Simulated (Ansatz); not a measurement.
Molecular dynamics of CaScSi₃HO₉

input.yaml

```yaml
accuracy: low
crystal:
  lattice:
    - [7.003926, 0.0, 0.0]
    - [-0.23352, 7.279608, 0.0]
    - [-0.486813, -1.943806, 7.474159]
  atoms:
    - { symbol: Ca, position: [0.32783815, 0.88558198, 0.66977597] }
    - { symbol: Ca, position: [0.68335495, 0.12691499, 0.34885804] }
    - { symbol: Sc, position: [0.38461401, 0.41668529, 0.66814328] }
    - { symbol: Sc, position: [0.63998162, 0.60828339, 0.33410586] }
    - { symbol: Si, position: [0.213517, 0.11925998, 0.26097453] }
    - { symbol: Si, position: [0.82294857, 0.89741086, 0.71082679] }
    - { symbol: Si, position: [0.14249662, 0.52471546, 0.29784382] }
    - { symbol: Si, position: [0.85586887, 0.47464914, 0.73041727] }
    - { symbol: Si, position: [0.33833777, 0.73444153, 0.06294739] }
    - { symbol: Si, position: [0.64458412, 0.23633642, 0.94015262] }
    - { symbol: H, position: [0.98979038, 0.88135785, 0.31488948] }
    - { symbol: H, position: [0.01613721, 0.17842869, 0.65776181] }
    - { symbol: O, position: [0.68077787, 0.85533796, 0.53366813] }
    - { symbol: O, position: [0.33828114, 0.12666664, 0.4334766] }
    - { symbol: O, position: [0.63713288, 0.42644784, 0.55766027] }
    - { symbol: O, position: [0.31607725, 0.59789491, 0.46132752] }
    - { symbol: O, position: [0.4594293, 0.21341655, 0.8086273] }
    - { symbol: O, position: [0.53925233, 0.72491936, 0.16243617] }
    - { symbol: O, position: [1.02328234, 1.02139564, 0.3222562] }
    - { symbol: O, position: [0.02318427, -0.0061638, 0.69295442] }
    - { symbol: O, position: [0.90024498, 0.57197982, 0.35018599] }
    - { symbol: O, position: [0.00697795, 0.31830149, 0.64695963] }
    - { symbol: O, position: [0.31487839, 0.6380581, 0.84288824] }
    - { symbol: O, position: [0.60671658, 0.30185659, 0.15169007] }
    - { symbol: O, position: [0.15216089, 0.31163072, 0.18851123] }
    - { symbol: O, position: [0.88888889, 0.70150335, 0.75634766] }
    - { symbol: O, position: [0.17033633, 0.64528678, 0.15011161] }
    - { symbol: O, position: [0.74925556, 0.44232458, 0.89454602] }
    - { symbol: O, position: [0.31331851, 0.98050269, 0.09972144] }
    - { symbol: O, position: [0.75111633, 0.04655682, 0.88980451] }
basis:
  ecutwfc: 420.0
kpoints:
  mp_grid: { grid: [2, 2, 2] }
hamiltonian:
  xc: lda
scf:
  occupations: { method: fermi_dirac, width: 0.05 }
  lower_state_search: "off"
md:
  timestep: 0.5
  n_steps: 200
  ensemble: nve
  temperature: 1920.0
  initial_velocities: maxwell_boltzmann
  seed: 949188
```

Run as:

```bash
$ ansatz run input.yaml --threads 2 --pin off --max-ram 5120MiB --backend cpu --events-out ev --progress --plain --runs-dir out
```

It goes on from the last frame of an earlier run, with new velocities.

Output, in part (step lines):

```
md step     0: t =     0.00 fs  T =  1920.0 K  F+E_penalty+E_count = -21437.29452607 eV  E_kin = 7.197197 eV  conserved = -21430.09732933 eV  (10 SCF iters)
md step     1: t =     0.50 fs  T =  1897.4 K  F+E_penalty+E_count = -21437.20907432 eV  E_kin = 7.112520 eV  conserved = -21430.09655401 eV  (9 SCF iters)
md step     2: t =     1.00 fs  T =  1873.5 K  F+E_penalty+E_count = -21437.11861981 eV  E_kin = 7.022965 eV  conserved = -21430.09565437 eV  (9 SCF iters)
md step     3: t =     1.50 fs  T =  1852.0 K  F+E_penalty+E_count = -21437.03738822 eV  E_kin = 6.942429 eV  conserved = -21430.09495907 eV  (9 SCF iters)
md step     4: t =     2.00 fs  T =  1835.7 K  F+E_penalty+E_count = -21436.97601220 eV  E_kin = 6.881246 eV  conserved = -21430.09476620 eV  (9 SCF iters)
md step     5: t =     2.50 fs  T =  1825.3 K  F+E_penalty+E_count = -21436.93729786 eV  E_kin = 6.842157 eV  conserved = -21430.09514116 eV  (4 SCF iters)
md step     6: t =     3.00 fs  T =  1819.2 K  F+E_penalty+E_count = -21436.91531531 eV  E_kin = 6.819438 eV  conserved = -21430.09587688 eV  (4 SCF iters)
md step     7: t =     3.50 fs  T =  1814.5 K  F+E_penalty+E_count = -21436.89836529 eV  E_kin = 6.801706 eV  conserved = -21430.09665977 eV  (4 SCF iters)
[... lines left out ...]
md step   200: t =   100.00 fs  T =  1467.0 K  F+E_penalty+E_count = -21435.59216698 eV  E_kin = 5.499176 eV  conserved = -21430.09299099 eV  (9 SCF iters)
```

The steps, from the saved trajectory:

```tsv
time (fs)	T (K)	potential energy less start (eV)	conserved less start (meV/atom)
0	1920	0.000	0.00
3	1819	0.379	0.05
6	1732	0.706	0.06
9	1665	0.957	0.04
12	1636	1.065	0.05
15	1586	1.252	0.05
18	1525	1.481	0.01
21	1434	1.822	0.02
24	1294	2.348	0.01
27	1153	2.880	0.10
30	1272	2.432	0.06
33	1492	1.603	0.00
36	1603	1.188	0.03
39	1620	1.126	0.02
42	1543	1.416	0.08
45	1496	1.589	0.05
48	1426	1.853	0.09
51	1536	1.441	0.03
54	1665	0.960	0.06
57	1719	0.752	-0.04
60	1671	0.934	0.06
63	1729	0.718	0.04
66	1725	0.730	0.02
69	1662	0.967	0.01
72	1565	1.330	0.02
75	1523	1.490	0.10
78	1634	1.073	-0.02
81	1640	1.050	0.02
84	1459	1.732	0.08
87	1297	2.339	0.06
90	1324	2.239	0.11
93	1516	1.512	-0.04
96	1502	1.566	0.02
99	1443	1.792	0.10
```

All steps were run. The conserved energy stayed within 0.15 meV per atom of its start (net change 0.14 meV per atom), so the integration is sound. A run of 0.1 ps of so small a system gives no equilibrium averages. Limits of this set-up: low accuracy level.

Mean squared displacements from the first frame to the last, about the centre of mass: Ca 0.21 Å², Sc 0.28 Å², Si 0.15 Å², H 0.72 Å², O 0.26 Å².

Last frame:

```xyz
30
Lattice="7.0039 0.0000 0.0000 -0.2335 7.2796 0.0000 -0.4868 -1.9438 7.4742" Properties=species:S:1:pos:R:3
Ca 1.993 5.357 4.974
Ca 4.337 -0.253 2.541
Sc 1.755 1.776 4.758
Sc 4.226 3.380 2.762
Si 1.099 0.162 1.963
Si 5.297 5.305 5.518
Si 0.756 3.214 1.750
Si 5.335 2.212 5.582
Si 2.668 5.156 0.399
Si 3.705 0.145 7.099
H 6.553 5.915 2.071
H 0.192 -0.645 5.762
O 4.190 5.372 4.386
O 2.067 0.087 3.243
O 4.407 2.050 4.061
O 1.999 3.300 3.232
O 2.468 0.074 6.074
O 3.900 5.026 1.576
O 6.188 6.947 2.096
O -0.159 -1.226 5.113
O 6.350 3.759 2.433
O -0.085 1.750 5.388
O 2.636 3.145 6.439
O 4.020 2.160 1.174
O 0.624 1.641 1.313
O 5.756 3.826 5.734
O 1.618 3.905 0.661
O 4.807 1.482 6.754
O 1.879 6.722 0.801
O 4.575 -1.235 6.731
```

The run took 23 min on 2 threads of Arm Neoverse V2 (shared host), peak memory 1.1 GiB.
